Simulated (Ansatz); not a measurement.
# Mo: a surface, (100), 5 layers

Aim: cut a slab of Mo (100), 5 layers from the relaxed bulk, relax it, and get surface energy and work function. The runs shown use PAW. Its runs: bulk cell relaxed (PAW); bulk in the slab's orientation (PAW); the reference run (PAW); atoms relaxed (PAW); spin-orbit coupling on (PAW); core holes in 3d of Mo (PAW).

Program: Ansatz 0.2.0. Level of theory: DFT PBE, with the methods named in each step. These are calculated values, not measurements.

1 further run of the same task is left out (it didn't finish).

## 1. The structure to begin with

Symmetry: Im-3m, No. 229, cubic system. The conventional cell has a = 3.163 Å, b = 3.163 Å, c = 3.163 Å, α = 90.00°, β = 90.00°, γ = 90.00°. Mo (site symmetry m-3m) has 8 Mo at 2.74 Å as nearest neighbours.

Coordinates:

```xyz
1
Lattice="-1.5814 1.5814 1.5814 1.5814 -1.5814 1.5814 1.5814 1.5814 -1.5814" Properties=species:S:1:pos:R:3 pbc="T T T"
Mo    0.0000    0.0000    0.0000
```

## 2. Bulk cell relaxed, PAW

input.yaml reads:

```yaml
crystal:
  lattice:
    - [-1.5813925127, 1.5813925127, 1.5813925127]
    - [1.5813925127, -1.5813925127, 1.5813925127]
    - [1.5813925127, 1.5813925127, -1.5813925127]
  atoms:
    - { symbol: Mo, position: [0.0, 0.0, 0.0] }
kpoints:
  mp_grid: { grid: [19, 19, 19] }
scf:
  occupations: { method: fermi_dirac, width: 0.08 }
hamiltonian:
  xc: pbe
  pseudopotentials: { kind: paw }
output:
  forces: true
  stress: true
relax:
  f_tol: 0.005
  max_steps: 40
  cell: {}
```

Started as:

```sh
$ ansatz run input.yaml --threads 2 --pin off --max-ram 4096MiB --backend cpu --events-out ev --progress --plain --runs-dir out
```

The runs that follow: Bulk in the slab's orientation, PAW; Slab as cut, PAW; Atoms relaxed, PAW; Spin-orbit coupling on, PAW; Core holes in 3d of Mo, PAW.

What does the calculation give? Wanted: surface energy; work function; outer layer spacing; core-level shifts among the layers.

The runs gave:

| quantity | value |
| --- | --- |
| surface energy (PAW, relaxed) | 3.31 J/m² |
| work function (PAW, relaxed) | 3.92 eV |
| outer layer spacing (PAW) | 1.58 → 1.40 Å |
| core-level shifts among the layers (PAW holes) | Mo1 +0.00, Mo2 +0.49, Mo3 +0.53 eV |

What this shows: By PAW the surface costs 3.52 J/m² as cut and 3.31 J/m² relaxed. The outermost spacing changes by -11.4 % (PAW). Spin-orbit coupling on moves the work function by less than 0.01 eV (PAW). Thickness wasn't converged, and no reconstruction was sought.
